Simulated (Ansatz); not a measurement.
# LiSi16: the cost of one run

All numbers below are computed with Ansatz 0.2.0 (DFT PBE, plane waves, PAW, scalar-relativistic, no spin polarisation).

## Step 1: The system as given

The cell holds 17 atoms (LiSi16): a = 7.679 Å, b = 7.679 Å, c = 7.679 Å, α = 60.00°, β = 60.00°, γ = 60.00°.

The coordinates stand in the first input below.

## Step 2: Relaxing end A

The input, input.yaml:

```yaml
crystal:
  lattice:
    - [0.0, 5.43, 5.43]
    - [5.43, 0.0, 5.43]
    - [5.43, 5.43, 0.0]
  atoms:
    - { symbol: Si, position: [0.0, 0.0, 0.0] }
    - { symbol: Si, position: [0.125, 0.125, 0.125] }
    - { symbol: Si, position: [0.0, 0.0, 0.5] }
    - { symbol: Si, position: [0.125, 0.125, 0.625] }
    - { symbol: Si, position: [0.0, 0.5, 0.0] }
    - { symbol: Si, position: [0.125, 0.625, 0.125] }
    - { symbol: Si, position: [0.0, 0.5, 0.5] }
    - { symbol: Si, position: [0.125, 0.625, 0.625] }
    - { symbol: Si, position: [0.5, 0.0, 0.0] }
    - { symbol: Si, position: [0.625, 0.125, 0.125] }
    - { symbol: Si, position: [0.5, 0.0, 0.5] }
    - { symbol: Si, position: [0.625, 0.125, 0.625] }
    - { symbol: Si, position: [0.5, 0.5, 0.0] }
    - { symbol: Si, position: [0.625, 0.625, 0.125] }
    - { symbol: Si, position: [0.5, 0.5, 0.5] }
    - { symbol: Si, position: [0.625, 0.625, 0.625] }
    - { symbol: Li, position: [0.3677629, 0.3751478, 0.8790269] }
total_charge: 1
basis:
  ecutwfc: 420.0
kpoints:
  mp_grid: { grid: [2, 2, 2] }
hamiltonian:
  xc: pbe
scf:
  occupations: { method: gaussian, width: 0.02 }
  lower_state_search: "off"
relax:
  f_tol: 0.03
  max_steps: 60
  adjacent_minimum: "off"
```

Started as:

```sh
$ ansatz run input.yaml --threads 1 --pin off --max-ram 3072MiB --backend cpu --events-out ev --progress --plain --runs-dir out
```

Q: Estimate wall time and peak memory on 1 thread of Arm Neoverse V2, shared host.

About 20 s, with a peak of 0.54 GiB.
